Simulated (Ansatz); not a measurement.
# K+ with SiH₃F: superposition error and deformation, part 2 of 2

Ansatz 0.2.0, Gaussian basis.

## 12. wB97X-V/def2-TZVPPD

free-b/in.yaml reads:

```yaml
crystal:
  periodic: [false, false, false]
  atoms:
    - {symbol: Si, position_ang: [0.018206, -0.184541, 0.703295]}
    - {symbol: F, position_ang: [-0.022055, 0.222705, -0.843368]}
    - {symbol: H, position_ang: [-1.233633, 0.285519, 1.341702]}
    - {symbol: H, position_ang: [1.195994, 0.464466, 1.325568]}
    - {symbol: H, position_ang: [0.127445, -1.659476, 0.794139]}
basis:
  gaussian: {orbitals: "def2-TZVPPD.json"}
hamiltonian: {xc: {name: wB97X-V}}
```

The run is started by

```bash
ansatz run in.yaml --threads 2 --pin off --events-out ev --progress --plain --max-ram 5222MiB
```

The program printed, cut to the lines that bear on the results:

```text
Functional definition: wB97X-V
  name "wB97X-V"
  cite "Mardirossian & Head-Gordon, Phys. Chem. Chem. Phys. 16, 9904 (2014) doi:10.1039/C3CP54374A"
  cite "Becke, J. Chem. Phys. 107, 8554 (1997) doi:10.1063/1.475007"
  cite "Vydrov & Van Voorhis, J. Chem. Phys. 133, 244103 (2010) doi:10.1063/1.3521275"
[...]
      + integral(e_c_pw_opposite_spin*poly(b97_u_opposite, cos0, cos1)) + vv10(b, c)
689 factors; their error is unknown
200 factors; integrals over basis functions are off by at most 2.5e-5 eV
[...]
mean field -10644.09543006 eV, -391.1632922276 hartree, gradient 2.1e-5 eV, S^2 0.000000; 0 other end points of the search recorded, 0 dependent functions left out
reference -10644.09542795 eV, -391.1632921501 hartree; 13, 13 occupied and 126, 126 virtual orbitals, 689 factors
Total energy: -10644.09542795 eV, -391.1632921501 hartree
```

Run time: 7 s. Hardware: 2 threads of AMD EPYC, shared host.

## 13. wB97M-V/def2-TZVPPD

free-b/in.yaml: that of step 12 with these lines changed.

```diff
@@ -10,2 +10,2 @@
   gaussian: {orbitals: "def2-TZVPPD.json"}
-hamiltonian: {xc: {name: wB97X-V}}
+hamiltonian: {xc: {name: wB97M-V}}
```

The run is started by

```bash
ansatz run in.yaml --threads 2 --pin off --events-out ev --progress --plain --max-ram 5222MiB
```

The program printed, cut to the lines that bear on the results:

```text
[... 5 set-up lines as earlier in the session ...]
  # Of w^i u^j: cxij and so on, Table III.
[...]
  gx(w, u) = 1 - cx + cx01*u + cx10*w
  gss(w, u) = css00 + css04*u^4 + css10*w + css20*w^2 + css43*w^4*u^3
  gos(w, u) = cos00 + cos10*w + (cos20 + cos21*u)*w^2 + (cos60 + cos61*u)*w^6
[...]
      + integral(e_c_pw_mod_opposite_spin*gos(b97_w_opposite, b97_u_opposite)) + vv10(b, c)
684 factors; their error is unknown
200 factors; integrals over basis functions are off by at most 2.5e-5 eV
[...]
mean field -10644.75786125 eV, -391.1876361250 hartree, gradient 3.0e-5 eV, S^2 0.000000; 0 other end points of the search recorded, 0 dependent functions left out
reference -10644.75791373 eV, -391.1876380536 hartree; 13, 13 occupied and 126, 126 virtual orbitals, 684 factors
Total energy: -10644.75791373 eV, -391.1876380536 hartree
```

It took 8.5 s on 2 threads of AMD EPYC, shared host.

## 14. B2PLYP/def2-TZVPPD

free-b/in.yaml: that of step 13 with these lines changed.

```diff
@@ -10,2 +10,2 @@
   gaussian: {orbitals: "def2-TZVPPD.json"}
-hamiltonian: {xc: {name: wB97M-V}}
+hamiltonian: {xc: {name: B2PLYP}}
```

The run is started by

```bash
ansatz run in.yaml --threads 2 --pin off --events-out ev --progress --plain --max-ram 5222MiB
```

The program printed, cut to the lines that bear on the results:

```text
[... 5 set-up lines as earlier in the session ...]
[...]
796 factors; integrals over basis functions are off by at most 1.7e-3 eV
[...]
mean field -10638.20037820 eV, -390.9466530676 hartree, gradient 3.2e-6 eV, S^2 0.000000; 0 other end points of the search recorded, 0 dependent functions left out
6 core orbitals not correlated: weight in the atoms' cores, before any rotation towards them, 1.000 or more for the frozen orbitals, at most 0.000 for the correlated occupied ones
reference -10638.20052411 eV, -390.9466584298 hartree; 7, 7 occupied and 126, 126 virtual orbitals, 796 factors
second order -12.49253281 eV of doubles, -0.00000000 eV of singles
Total energy: -10641.57350797 eV, -391.0706133003 hartree
```

Wall time 4.1 s (2 threads of AMD EPYC, shared host).

## 15. BLYP-D4/def2-TZVPPD

free-b/in.yaml: that of step 14 with these lines changed.

```diff
@@ -10,2 +10,2 @@
   gaussian: {orbitals: "def2-TZVPPD.json"}
-hamiltonian: {xc: {name: B2PLYP}}
+hamiltonian: {xc: {name: BLYP}, dispersion: d4}
```

The run is started by

```bash
ansatz run in.yaml --threads 2 --pin off --events-out ev --progress --plain --max-ram 5222MiB
```

The program printed, cut to the lines that bear on the results:

```text
Functional definition: BLYP
  name "BLYP"
[... 2 set-up lines as earlier in the session ...]
  parameter beta = 0.0042
  parameter a = 0.04918
  parameter b = 0.132
  parameter c = 0.2533
  parameter d = 0.349
  exchange = b88_x(beta = beta)
  correlation = lyp_c(a = a, b = b, c = c, d = d)
679 factors; their error is unknown
mean field evaluation 1: about -10643.6912 eV, gradient 3.7e1 eV
mean field evaluation 2: about -10637.2705 eV, gradient 7.9e1 eV
mean field evaluation 4: about -10645.8949 eV, gradient 1.2e0 eV
mean field evaluation 8: about -10645.8832 eV, gradient 5.0e-2 eV
mean field -10645.88322845 eV, -391.2289926068 hartree, gradient 3.0e-5 eV, S^2 0.000000; 0 other end points of the search recorded, 0 dependent functions left out
reference -10645.88353284 eV, -391.2290037928 hartree; 13, 13 occupied and 126, 126 virtual orbitals, 679 factors
Total energy: -10645.99209182 eV, -391.2329932616 hartree
```

Wall time 2.3 s (2 threads of AMD EPYC, shared host).

## 16. revPBE-D4/def2-TZVPPD

free-b/in.yaml: that of step 15 with these lines changed.

```diff
@@ -10,2 +10,2 @@
   gaussian: {orbitals: "def2-TZVPPD.json"}
-hamiltonian: {xc: {name: BLYP}, dispersion: d4}
+hamiltonian: {xc: {name: revPBE}, dispersion: d4}
```

The run is started by

```bash
ansatz run in.yaml --threads 2 --pin off --events-out ev --progress --plain --max-ram 5222MiB
```

The program printed, cut to the lines that bear on the results:

```text
Functional definition: revPBE
  name "revPBE"
  cite "Zhang & Yang, Phys. Rev. Lett. 80, 890 (1998) doi:10.1103/PhysRevLett.80.890"
[... 1 set-up line as earlier in the session ...]
  parameter kappa = 1.245
[... 3 set-up lines as earlier in the session ...]
679 factors; their error is unknown
mean field evaluation 1: about -10641.7623 eV, gradient 3.4e1 eV
mean field evaluation 2: about -10636.9425 eV, gradient 6.9e1 eV
mean field evaluation 4: about -10643.5862 eV, gradient 1.0e0 eV
mean field evaluation 8: about -10643.5736 eV, gradient 3.5e-2 eV
mean field -10643.57356614 eV, -391.1441140824 hartree, gradient 3.5e-5 eV, S^2 0.000000; 0 other end points of the search recorded, 0 dependent functions left out
reference -10643.57361924 eV, -391.1441160337 hartree; 13, 13 occupied and 126, 126 virtual orbitals, 679 factors
Total energy: -10643.73911121 eV, -391.1501977513 hartree
```

It took 1.9 s on 2 threads of AMD EPYC, shared host.

## 17. B97M-V/def2-TZVPPD

free-b/in.yaml: that of step 16 with these lines changed.

```diff
@@ -10,2 +10,2 @@
   gaussian: {orbitals: "def2-TZVPPD.json"}
-hamiltonian: {xc: {name: revPBE}, dispersion: d4}
+hamiltonian: {xc: {name: B97M-V}}
```

The run is started by

```bash
ansatz run in.yaml --threads 2 --pin off --events-out ev --progress --plain --max-ram 5222MiB
```

The program printed, cut to the lines that bear on the results:

```text
[... 5 set-up lines as earlier in the session ...]
  # Of w^i u^j: cxij and so on, Table III.
[...]
  gx(w, u) = cx00 + cx01*u + cx02*u^2 + (cx10 + cx11*u)*w
  gss(w, u) = css00 + css02*u^2 + css10*w + (css32*w^3 + css42*w^4)*u^2
  gos(w, u) = cos00 + cos01*u + cos03*u^3 + cos10*w + cos32*w^3*u^2
[...]
      + integral(e_c_pw_mod_opposite_spin*gos(b97_w_opposite, b97_u_opposite)) + vv10(b, c)
679 factors; their error is unknown
[...]
mean field -10643.22186414 eV, -391.1311892722 hartree, gradient 7.1e-5 eV, S^2 0.000000; 0 other end points of the search recorded, 0 dependent functions left out
reference -10643.22192623 eV, -391.1311915542 hartree; 13, 13 occupied and 126, 126 virtual orbitals, 679 factors
Total energy: -10643.22192623 eV, -391.1311915542 hartree
```

Run time: 7.5 s. Hardware: 2 threads of AMD EPYC, shared host.

## 18. HSE06-D4/def2-TZVPPD

free-b/in.yaml: that of step 17 with these lines changed.

```diff
@@ -10,2 +10,2 @@
   gaussian: {orbitals: "def2-TZVPPD.json"}
-hamiltonian: {xc: {name: B97M-V}}
+hamiltonian: {xc: hse06, dispersion: d4}
```

The run is started by

```bash
ansatz run in.yaml --threads 2 --pin off --events-out ev --progress --plain --max-ram 5222MiB
```

The program printed, cut to the lines that bear on the results:

```text
Functional definition: HSE06
  name "HSE06"
  cite "Heyd, Scuseria & Ernzerhof, J. Chem. Phys. 118, 8207 (2003) doi:10.1063/1.1564060"
  cite "Krukau, Vydrov, Izmaylov & Scuseria, J. Chem. Phys. 125, 224106 (2006) doi:10.1063/1.2404663"
  cite "Heyd & Scuseria, J. Chem. Phys. 120, 7274 (2004) doi:10.1063/1.1668634"
  cite "Ernzerhof & Perdew, J. Chem. Phys. 109, 3313 (1998) doi:10.1063/1.476928"
[... 2 set-up lines as earlier in the session ...]
[...]
  # The whole range is PBE's own exchange, as in plane waves. The composition of these papers is wPBEh.
[...]
696 factors; their error is unknown
66 factors; integrals over basis functions are off by at most 3.7e-6 eV
[...]
mean field -10639.88692184 eV, -391.0086324032 hartree, gradient 8.7e-5 eV, S^2 0.000000; 0 other end points of the search recorded, 0 dependent functions left out
reference -10639.88696422 eV, -391.0086339609 hartree; 13, 13 occupied and 126, 126 virtual orbitals, 696 factors
Total energy: -10639.92232868 eV, -391.0099335806 hartree
```

Run time: 2.5 s. Hardware: 2 threads of AMD EPYC, shared host.

## 19. CCSD(T)/def2-TZVPPD

free-b/in.yaml: that of step 18 with these lines changed.

```diff
@@ -10,2 +10,2 @@
   gaussian: {orbitals: "def2-TZVPPD.json"}
-hamiltonian: {xc: hse06, dispersion: d4}
+correlation: {method: ccsd_t}
```

The run is started by

```bash
ansatz run in.yaml --threads 2 --pin off --events-out ev --progress --plain --max-ram 5222MiB
```

The program printed, cut to the lines that bear on the results:

```text
[... 4 set-up lines as earlier in the session ...]
[...]
796 factors; integrals over basis functions are off by at most 1.7e-3 eV
[...]
mean field -10618.77261916 eV, -390.2326960916 hartree, gradient 1.5e-6 eV, S^2 0.000000; 0 other end points of the search recorded, 0 dependent functions left out
6 core orbitals not correlated: weight in the atoms' cores, before any rotation towards them, 1.000 or more for the frozen orbitals, at most 0.000 for the correlated occupied ones
reference -10618.77261916 eV, -390.2326960916 hartree; 7, 7 occupied and 126, 126 virtual orbitals, 796 factors
second order -10.47651664 eV of doubles, -0.00000000 eV of singles
cycle   1  -10.73964576 eV  change   -2.6e-1 eV  update   7.2e-2
[...]
cycle   9  -11.06913680 eV  change   -3.5e-6 eV  update   6.5e-6
perturbative correction -0.29295141 eV, -0.0107657658 hartree
Total energy: -10630.13470737 eV, -390.6502451319 hartree
```

It took 8 s on 2 threads of AMD EPYC, shared host; peak memory 0.58 GiB.

## 20. The split

```tsv
method	interaction with counterpoise (kcal/mol)	without	superposition error	deformation	binding energy
PBE-D4	-14.46	-14.71	0.25	0.63	-13.83
revPBE-D4	-13.42	-13.65	0.23	0.49	-12.93
BLYP-D4	-14.65	-14.95	0.30	0.44	-14.21
r2SCAN-D4	-14.49	-14.67	0.17	1.24	-13.25
B97M-V	-14.21	-14.36	0.16	1.61	-12.59
PBE0-D4	-15.05	-15.23	0.19	1.25	-13.80
B3LYP-D4	-15.41	-15.65	0.24	0.99	-14.42
HSE06-D4	-15.04	-15.22	0.18	1.25	-13.78
wB97X-V	-14.90	-15.10	0.20	1.07	-13.83
wB97M-V	-14.80	-14.98	0.17	1.01	-13.79
B2PLYP	-14.65	-15.06	0.41	1.07	-13.58
Hartree-Fock	-14.75	-14.85	0.10	2.10	-12.65
MP2	-14.39	-15.33	0.94	1.10	-13.30
CCSD	-14.58	-15.57	0.99	1.34	-13.25
CCSD(T)	-14.44	-15.46	1.02	1.19	-13.25
```

## 21. Outcome

This closing draws on all 2 parts.

| quantity | value |
| --- | --- |
| interaction, CCSD(T) | -14.44 kcal/mol |
| superposition error | 1.02 kcal/mol |
| deformation | 1.19 kcal/mol |
| binding energy | -13.25 kcal/mol |

What this shows: In this basis the superposition error is 1.02 kcal/mol for CCSD(T) and 0.21 kcal/mol on average for the plain functionals: correlated methods borrow far more, since they need many more functions to converge. Deformation takes back 8 % of the interaction.
